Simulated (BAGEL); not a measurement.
**C4H12Ge (tetramethylgermane): PBE0/6-31G(d) (density fitting with cc-pvqz-jkfit, spherical functions)**

Aim: the energy change on altering one bond length of C4H12Ge (tetramethylgermane) at PBE0/6-31G* (density fitting with cc-pvqz-jkfit, spherical functions), from 2 runs. 

The calculation is run with BAGEL 1.2.2.

## Step 1: The structure to begin with

C4H12Ge: 17 atoms, total charge 0, spin state singlet. As SMILES, `[CH3][Ge]([CH3])([CH3])[CH3]`. The coordinates come from a PBE0-D4/def2-TZVP relaxation.

Bond lengths: C1–Ge2 1.959 Å, Ge2–C3 1.959 Å, Ge2–C4 1.959 Å, Ge2–C5 1.959 Å, C1–H6 1.092 Å, C1–H7 1.092 Å, C1–H8 1.092 Å, C3–H9 1.092 Å, C3–H10 1.092 Å, C3–H11 1.092 Å, C4–H12 1.092 Å, C4–H13 1.092 Å, C4–H14 1.092 Å, C5–H15 1.092 Å, C5–H16 1.092 Å, C5–H17 1.092 Å. Some angles: C1–Ge2–C3 109.5°, C1–Ge2–C4 109.5°, C1–Ge2–C5 109.5°, C3–Ge2–C4 109.5°, C3–Ge2–C5 109.5°, C4–Ge2–C5 109.5°, Ge2–C1–H6 110.7°, Ge2–C1–H7 110.7°, Ge2–C1–H8 110.7°, Ge2–C3–H9 110.7°.

## Step 2: The energy at PBE0/6-31G(d) (density fitting with cc-pvqz-jkfit, spherical functions)

File input.json:

```json
{ "bagel" : [

{
  "title" : "molecule",
  "basis" : "6-31gs.json",
  "df_basis" : "cc-pvqz-jkfit",
  "angstrom" : true,
  "geometry" : [
    { "atom" : "C", "xyz" : [   -0.367480,    0.718160,   -1.784830 ] },
    { "atom" : "Ge", "xyz" : [   -0.000050,    0.000060,    0.000040 ] },
    { "atom" : "C", "xyz" : [    1.899890,    0.229070,    0.417460 ] },
    { "atom" : "C", "xyz" : [   -0.452680,   -1.905120,    0.043200 ] },
    { "atom" : "C", "xyz" : [   -1.079730,    0.957890,    1.324170 ] },
    { "atom" : "H", "xyz" : [   -0.121990,    1.781080,   -1.830470 ] },
    { "atom" : "H", "xyz" : [    0.225690,    0.197440,   -2.539250 ] },
    { "atom" : "H", "xyz" : [   -1.422960,    0.599720,   -2.037950 ] },
    { "atom" : "H", "xyz" : [    2.126410,   -0.165000,    1.410210 ] },
    { "atom" : "H", "xyz" : [    2.173880,    1.285800,    0.398230 ] },
    { "atom" : "H", "xyz" : [    2.520450,   -0.298470,   -0.309700 ] },
    { "atom" : "H", "xyz" : [   -0.254160,   -2.325970,    1.030950 ] },
    { "atom" : "H", "xyz" : [    0.138530,   -2.458280,   -0.689380 ] },
    { "atom" : "H", "xyz" : [   -1.509500,   -2.055290,   -0.186490 ] },
    { "atom" : "H", "xyz" : [   -2.144060,    0.843090,    1.109260 ] },
    { "atom" : "H", "xyz" : [   -0.889920,    0.572200,    2.327840 ] },
    { "atom" : "H", "xyz" : [   -0.842310,    2.023590,    1.316720 ] }
  ]
},
{ "title" : "ks", "xc_func" : "pbe0" },
{ "title" : "print", "file" : "orbitals.molden", "orbitals" : true }

]}
```

The basis set 6-31G* is read from a file made from the Basis Set Exchange's data (not shown).

Command:

```bash
$ BAGEL_NUM_THREADS=1 BAGEL input.json > input.out
```

What it wrote:

```text
* using 1 threads per process

  ===============================================================
  ===============================================================

  *** Geometry ***

  { "atom" : "C", "xyz" : [     -0.694437,      1.357126,     -3.372840 ] },
  { "atom" : "Ge", "xyz" : [     -0.000094,      0.000113,      0.000076 ] },
  { "atom" : "C", "xyz" : [      3.590272,      0.432880,      0.788885 ] },
  { "atom" : "C", "xyz" : [     -0.855441,     -3.600155,      0.081636 ] },
  { "atom" : "C", "xyz" : [     -2.040394,      1.810150,      2.502319 ] },
  { "atom" : "H", "xyz" : [     -0.230528,      3.365753,     -3.459087 ] },
  { "atom" : "H", "xyz" : [      0.426492,      0.373108,     -4.798487 ] },
  { "atom" : "H", "xyz" : [     -2.689005,      1.133307,     -3.851167 ] },
  { "atom" : "H", "xyz" : [      4.018333,     -0.311805,      2.664911 ] },
  { "atom" : "H", "xyz" : [      4.108038,      2.429810,      0.752546 ] },
  { "atom" : "H", "xyz" : [      4.762960,     -0.564027,     -0.585248 ] },
  { "atom" : "H", "xyz" : [     -0.480293,     -4.395446,      1.948213 ] },
  { "atom" : "H", "xyz" : [      0.261784,     -4.645476,     -1.302739 ] },
  { "atom" : "H", "xyz" : [     -2.852542,     -3.883935,     -0.352415 ] },
  { "atom" : "H", "xyz" : [     -4.051686,      1.593209,      2.096198 ] },
  { "atom" : "H", "xyz" : [     -1.681705,      1.081301,      4.398980 ] },
  { "atom" : "H", "xyz" : [     -1.591735,      3.824031,      2.488240 ] },

  Number of auxiliary basis functions:     1254

  Since a DF basis is specified, we compute 2- and 3-index integrals:
    o Being stored without compression. Storage requirement is 0.126 GB

  Number of basis functions:      112
  Number of electrons      :       68

    * METHOD: MOLECULE                             2.26

  *** Kohn-Sham DFT ***

    * Removing 35367 points whose weight is below 1.00e-10
    * Grid points: 218035

  === Nuclear Repulsion ===
   399.9948984814

       - DIIS with orbital gradients will be used.

  === KS iteration (pbe0 / 6-31gs.json) ===
      0      -2100.96163545          0.09612717           1.56
      1      -1955.52051951          0.15686262           1.58
      2      -2096.97622279          0.09602271           1.62
      3      -2150.85464313          0.13379450           1.54
      4      -2227.92116919          0.08114067           1.65
      5      -2143.62034601          0.16043821           1.66
      6      -2146.21847363          0.16073018           1.65
      7      -2140.16397448          0.18433795           1.69
      8      -2224.85790558          0.09819096           1.63
      9      -2233.24608724          0.05377194           1.67
     10      -2233.68489852          0.05288332           1.71
     11      -2235.36304216          0.02970013           1.65
     12      -2235.86125576          0.00759197           1.67
     13      -2235.89914539          0.00463408           1.69
     14      -2235.92069157          0.00052641           1.70
     15      -2235.92094174          0.00015793           1.76
     16      -2235.92096630          0.00002674           1.69
     17      -2235.92096703          0.00000609           1.66
     18      -2235.92096706          0.00000229           1.66
     19      -2235.92096707          0.00000082           1.67
     20      -2235.92096707          0.00000015           1.66
     21      -2235.92096707          0.00000011           1.69
     22      -2235.92096707          0.00000002           1.64
     23      -2235.92096707          0.00000001           1.67
    * SCF iteration converged.

    * Permanent dipole moment:
           (    0.000100,    -0.000182,    -0.000065) a.u.

    * METHOD: KS                                  41.78

    * METHOD: PRINT                                0.02

  ===============================================================
```

It took 44 s on 1 thread of Arm Neoverse V2, shared host; peak memory 1.2 GiB.

## Step 3: The distorted shape at the same level

File input.json:

```json
{ "bagel": [

{
  "title": "molecule",
  "basis": "6-31gs.json",
  "df_basis": "cc-pvqz-jkfit",
  "angstrom": "true",
  "geometry": [
    { "atom": "C", "xyz": [    0.478011,    0.838301,   -1.601070 ] },
    { "atom": "Ge", "xyz": [    0.845441,    0.120201,    0.183800 ] },
    { "atom": "C", "xyz": [    2.745381,    0.349211,    0.601220 ] },
    { "atom": "C", "xyz": [    0.392811,   -1.784979,    0.226960 ] },
    { "atom": "C", "xyz": [   -0.234239,    1.078031,    1.507930 ] },
    { "atom": "H", "xyz": [    0.723501,    1.901221,   -1.646710 ] },
    { "atom": "H", "xyz": [    1.071181,    0.317581,   -2.355490 ] },
    { "atom": "H", "xyz": [   -0.577469,    0.719861,   -1.854190 ] },
    { "atom": "H", "xyz": [    2.971901,   -0.044859,    1.593970 ] },
    { "atom": "H", "xyz": [    3.019371,    1.405941,    0.581990 ] },
    { "atom": "H", "xyz": [    3.365941,   -0.178329,   -0.125940 ] },
    { "atom": "H", "xyz": [    0.591331,   -2.205829,    1.214710 ] },
    { "atom": "H", "xyz": [    0.984021,   -2.338139,   -0.505620 ] },
    { "atom": "H", "xyz": [   -1.509500,   -2.055290,   -0.186490 ] },
    { "atom": "H", "xyz": [   -1.298569,    0.963231,    1.293020 ] },
    { "atom": "H", "xyz": [   -0.044429,    0.692341,    2.511600 ] },
    { "atom": "H", "xyz": [    0.003181,    2.143731,    1.500480 ] }
  ]
},
{ "title": "ks", "xc_func": "pbe0" },
{ "title": "print", "file": "orbitals.molden", "orbitals": "true" }

]}
```

The basis set 6-31G* is read from a file made from the Basis Set Exchange's data (not shown).

Command:

```bash
$ BAGEL_NUM_THREADS=1 BAGEL input.json > input.out
```

What it wrote:

```text
* using 1 threads per process

  ===============================================================
  ===============================================================

  *** Geometry ***

  { "atom" : "C", "xyz" : [      0.903310,      1.584159,     -3.025584 ] },
  { "atom" : "Ge", "xyz" : [      1.597652,      0.227147,      0.347332 ] },
  { "atom" : "C", "xyz" : [      5.188018,      0.659913,      1.136141 ] },
  { "atom" : "C", "xyz" : [      0.742305,     -3.373121,      0.428892 ] },
  { "atom" : "C", "xyz" : [     -0.442648,      2.037183,      2.849575 ] },
  { "atom" : "H", "xyz" : [      1.367219,      3.592787,     -3.111831 ] },
  { "atom" : "H", "xyz" : [      2.024239,      0.600141,     -4.451231 ] },
  { "atom" : "H", "xyz" : [     -1.091258,      1.360340,     -3.503911 ] },
  { "atom" : "H", "xyz" : [      5.616079,     -0.084771,      3.012167 ] },
  { "atom" : "H", "xyz" : [      5.705784,      2.656843,      1.099802 ] },
  { "atom" : "H", "xyz" : [      6.360707,     -0.336993,     -0.237992 ] },
  { "atom" : "H", "xyz" : [      1.117454,     -4.168413,      2.295469 ] },
  { "atom" : "H", "xyz" : [      1.859530,     -4.418442,     -0.955483 ] },
  { "atom" : "H", "xyz" : [     -2.852542,     -3.883935,     -0.352415 ] },
  { "atom" : "H", "xyz" : [     -2.453940,      1.820243,      2.443454 ] },
  { "atom" : "H", "xyz" : [     -0.083959,      1.308335,      4.746236 ] },
  { "atom" : "H", "xyz" : [      0.006011,      4.051064,      2.835496 ] },

  Number of auxiliary basis functions:     1254

  Since a DF basis is specified, we compute 2- and 3-index integrals:
    o Being stored without compression. Storage requirement is 0.126 GB

  Number of basis functions:      112
  Number of electrons      :       68

    * METHOD: MOLECULE                             2.55

  *** Kohn-Sham DFT ***

    * Removing 34421 points whose weight is below 1.00e-10
    * Grid points: 218981

  === Nuclear Repulsion ===
   396.7190768025

       - DIIS with orbital gradients will be used.

  === KS iteration (pbe0 / 6-31gs.json) ===
      0      -2100.96904640          0.09481438           1.69
      1      -1958.08595417          0.15540794           1.70
      2      -2097.28489114          0.08812922           1.67
      3      -2146.17022740          0.14113249           1.64
      4      -2149.72445497          0.13888581           1.70
      5      -2145.72563889          0.13786700           1.72
      6      -2151.78606126          0.13629070           1.73
      7      -2146.97988909          0.14277126           1.72
      8      -2108.46096308          0.13060235           1.71
      9      -2233.71911371          0.05677299           1.72
     10      -2230.66591612          0.09406545           1.72
     11      -2233.25223118          0.07270454           1.69
     12      -2234.86641957          0.04270902           1.63
     13      -2235.66803082          0.01278466           1.69
     14      -2235.73366197          0.00721144           1.71
     15      -2235.79147248          0.00129994           1.70
     16      -2235.79267660          0.00047469           1.72
     17      -2235.79289434          0.00009365           1.71
     18      -2235.79290261          0.00003131           1.66
     19      -2235.79290342          0.00001770           1.68
     20      -2235.79290354          0.00001218           1.69
     21      -2235.79290370          0.00000212           1.65
     22      -2235.79290371          0.00000079           1.42
     23      -2235.79290371          0.00000031           1.59
     24      -2235.79290371          0.00000011           1.57
     25      -2235.79290371          0.00000004           1.61
     26      -2235.79290371          0.00000002           1.63
     27      -2235.79290371          0.00000001           1.68
    * SCF iteration converged.

    * Permanent dipole moment:
           (   -0.435176,    -0.138193,    -0.088817) a.u.

    * METHOD: KS                                  48.75

    * METHOD: PRINT                                0.02

  ===============================================================
```

Run time: 52 s. Hardware: 1 thread of Arm Neoverse V2, shared host; peak memory 1.2 GiB.

## Step 4: Results

At PBE0/6-31G* (density fitting with cc-pvqz-jkfit, spherical functions):

| quantity | value |
| --- | --- |
| first shape: total energy | -2235.92097 Eh |
| first shape: dipole moment | 0.00 D |
| first shape: HOMO energy | -7.86 eV |
| first shape: LUMO energy | 2.16 eV |
| first shape: HOMO–LUMO gap | 10.02 eV |
| distorted shape: total energy | -2235.79290 Eh |
| distorted shape: dipole moment | 1.18 D |
| distorted shape: HOMO energy | -7.41 eV |
| distorted shape: LUMO energy | -1.34 eV |
| distorted shape: HOMO–LUMO gap | 6.07 eV |
| energy change with the C4–H14 bond stretched from 1.092 to 1.965 Å | 3.485 eV |

**Reading.** With the C4–H14 bond stretched from 1.092 to 1.965 Å the energy rises by 3.48 eV (80 kcal/mol). The first shape isn't relaxed at this level, so the change isn't measured from a minimum. A restricted reference can't describe the breaking bond well at this length.
